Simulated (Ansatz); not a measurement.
# C3H5FSn: basis-set convergence

Aim: see how fast density functionals converge with the basis set for C3H5FSn.

Method: one geometry, several basis sets; program: Ansatz 0.2.0, Gaussian basis.

Levels to be run: PBE0-D4/def2-SVP; ωB97M-V/def2-SVP; PBE0-D4/def2-QZVPP; ωB97M-V/def2-QZVPP; the functionals' def2-TZVPP values are taken from earlier runs.

### 1 Structure used throughout

All runs share one geometry, relaxed beforehand with PBE0-D4 in a triple-zeta def2 set. Sn takes the def2 core potential; no spin-orbit term is included.

SMILES `C#[C][SnH]([CH3])[F]`, 10 atoms, charge 0, spin multiplicity 1.

Atoms are counted from 1 here; the program's logs count them from 0.

Bond lengths: C1–C2 1.206 Å, C1–H6 1.066 Å, C2–Sn3 2.077 Å, Sn3–C4 2.117 Å, Sn3–F5 1.925 Å, Sn3–H7 1.700 Å, C4–H8 1.090 Å, C4–H9 1.089 Å, C4–H10 1.089 Å. Angles: C2–C1–H6 179.4°, C1–C2–Sn3 178.0°, C2–Sn3–C4 111.6°, C2–Sn3–F5 104.6°, C2–Sn3–H7 110.9°, C4–Sn3–F5 105.2°, C4–Sn3–H7 118.3°, F5–Sn3–H7 104.9°, Sn3–C4–H8 110.0°, Sn3–C4–H9 109.7°, Sn3–C4–H10 108.6°, H8–C4–H9 109.5°, H8–C4–H10 109.4°, H9–C4–H10 109.6°.

### 2 PBE0-D4 in def2-SVP

The input, in.yaml:

```yaml
crystal:
  periodic: [false, false, false]
  atoms:
    - {symbol: C, position_ang: [0.319229, 2.495511, -1.344662]}
    - {symbol: C, position_ang: [0.112521, 1.338652, -1.071943]}
    - {symbol: Sn, position_ang: [-0.277480, -0.631919, -0.543866]}
    - {symbol: C, position_ang: [-0.036650, -0.944895, 1.536189]}
    - {symbol: F, position_ang: [1.132768, -1.646690, -1.373907]}
    - {symbol: H, position_ang: [0.508824, 3.514781, -1.594407]}
    - {symbol: H, position_ang: [-1.705683, -1.185804, -1.281411]}
    - {symbol: H, position_ang: [-0.782507, -0.373425, 2.088881]}
    - {symbol: H, position_ang: [-0.147897, -2.004493, 1.763162]}
    - {symbol: H, position_ang: [0.959975, -0.612818, 1.824864]}
basis:
  gaussian: {orbitals: def2-SVP}
hamiltonian: {xc: pbe0, dispersion: d4}
output: {orbitals: {seedname: orbitals}}
```

The runs that follow: ωB97M-V in def2-SVP; PBE0-D4 in def2-QZVPP; ωB97M-V in def2-QZVPP.

Q: Predict the results of all the runs planned. Wanted: PBE0-D4: double and triple zeta above quadruple; ωB97M-V: double and triple zeta above quadruple.

As calculated:

```
                                       quantity          value
PBE0-D4: double and triple zeta above quadruple  7.88, 0.41 eV
ωB97M-V: double and triple zeta above quadruple  8.14, 0.39 eV
```

**Reading.** For PBE0-D4 the step from double to triple zeta gains 7.47 eV and the next only 0.41 eV. Total energies overstate the basis error of differences, where much of it tends to cancel. The LUMO of ωB97M-V is positive and keeps falling with the basis (1.40 to 0.82 eV): an unbound level that the basis holds in place.
